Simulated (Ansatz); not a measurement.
# Cl3H2InO: the cost of one run

Program: Ansatz 0.2.0. Level of theory: RKS BHLYP-D4/def2-SVP. These are calculated values, not measurements.

## (1) The structure to begin with

Bond lengths: In1–O2 2.431 Å, In1–Cl3 2.287 Å, In1–Cl4 2.298 Å, In1–Cl6 2.849 Å, O2–H7 0.960 Å. Angles: In1–O2–H7 115.1°, O2–In1–Cl3 111.2°, O2–In1–Cl4 107.4°, O2–In1–Cl6 67.0°, Cl3–In1–Cl4 125.7°, Cl3–In1–Cl6 114.7°, Cl4–In1–Cl6 114.8°.

Coordinates:

```xyz
7

In   -0.3115   -1.0002    0.2117
O    -0.3871    1.4043   -0.1375
Cl   -1.9110   -2.0660   -1.0282
Cl    0.1172   -1.3570    2.4410
H     0.6585    1.1093   -0.7938
Cl    1.9030   -0.0230   -1.2916
H    -0.0691    1.9326    0.5984
```

## (2) A restrained relaxation towards end A

Springs on the bonds that form and break draw the guess towards this end; the thresholds are loose.

Input file input.yaml:

```yaml
crystal:
  periodic: [false, false, false]
  atoms:
    - { symbol: In, position_ang: [-0.3115, -1.0002, 0.2117] }
    - { symbol: O, position_ang: [-0.3871, 1.4043, -0.1375] }
    - { symbol: Cl, position_ang: [-1.911, -2.066, -1.0282] }
    - { symbol: Cl, position_ang: [0.1172, -1.357, 2.441] }
    - { symbol: H, position_ang: [0.6585, 1.1093, -0.7938] }
    - { symbol: Cl, position_ang: [1.903, -0.023, -1.2916] }
    - { symbol: H, position_ang: [-0.0691, 1.9326, 0.5984] }
basis:
  gaussian: { orbitals: def2-SVP }
hamiltonian:
  xc: { name: BHLYP }
  dispersion: d4
relax:
  f_tol: 0.15
  max_steps: 25
  restrain:
    - { distance: [0, 5], at: 3.74, k: 30.0 }
    - { distance: [4, 1], at: 2.27, k: 30.0 }
    - { distance: [0, 1], at: 2.08, k: 30.0 }
    - { distance: [4, 5], at: 1.33, k: 30.0 }
```

On the command line:

```console
ansatz run input.yaml --threads 2 --pin off --max-ram 3072MiB --backend cpu --events-out ev --progress --plain --runs-dir out
```

Q: Estimate wall time and peak memory on 2 threads of Arm Neoverse V2, shared host.

About 25 s, with a peak of 0.27 GiB.
